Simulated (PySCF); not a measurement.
# AgH6N2 ([Ag(NH3)2]+): the cost of one run

Programs: PySCF 2.14.0, with routines of our own; each step states its level. All values are computed. Atoms count from 0.

### Step 1. The starting structure

9 atoms, charge 1, multiplicity 1; geometry from: GFN2-xTB.

### Step 2. NMR shieldings: PBE/pcSseg-1 Ag:us-x2c-TZVPall-2c, spin–orbit

What the job is given:

```
{"job": {"xc": "PBE", "basis": {"default": "pcSseg-1", "Ag": "us-x2c-TZVPall-2c"}, "rel": "so", "kind": "hnmr"}, "charge": 1, "multiplicity": 1}
Ag     0.004610     0.003230    -0.000030
N     -0.003720    -0.015450     2.265100
H     -0.418880     0.827040     2.660730
H      0.933810    -0.084110     2.658850
H     -0.531760    -0.800240     2.644910
N      0.004230     0.015960    -2.265030
H     -0.937910     0.018600    -2.653880
H      0.474320    -0.798090    -2.659040
H      0.475300     0.833060    -2.651620
```

Method: PBE/pcSseg-1 Ag:us-x2c-TZVPall-2c GIAO NMR shielding, X2C with spin-orbit coupling, screened-nuclear two-electron part, Gaussian nuclei, gas phase.

Launch:

```sh
OMP_NUM_THREADS=1 python heavy_run.py task.json out
```

One launch serves the whole session: the jobs run in the order shown.

**Question.** How long does this first job take on 1 thread of Arm Neoverse V2, shared host, and how much memory does it need?

About 29 s, with a peak of 0.88 GiB.
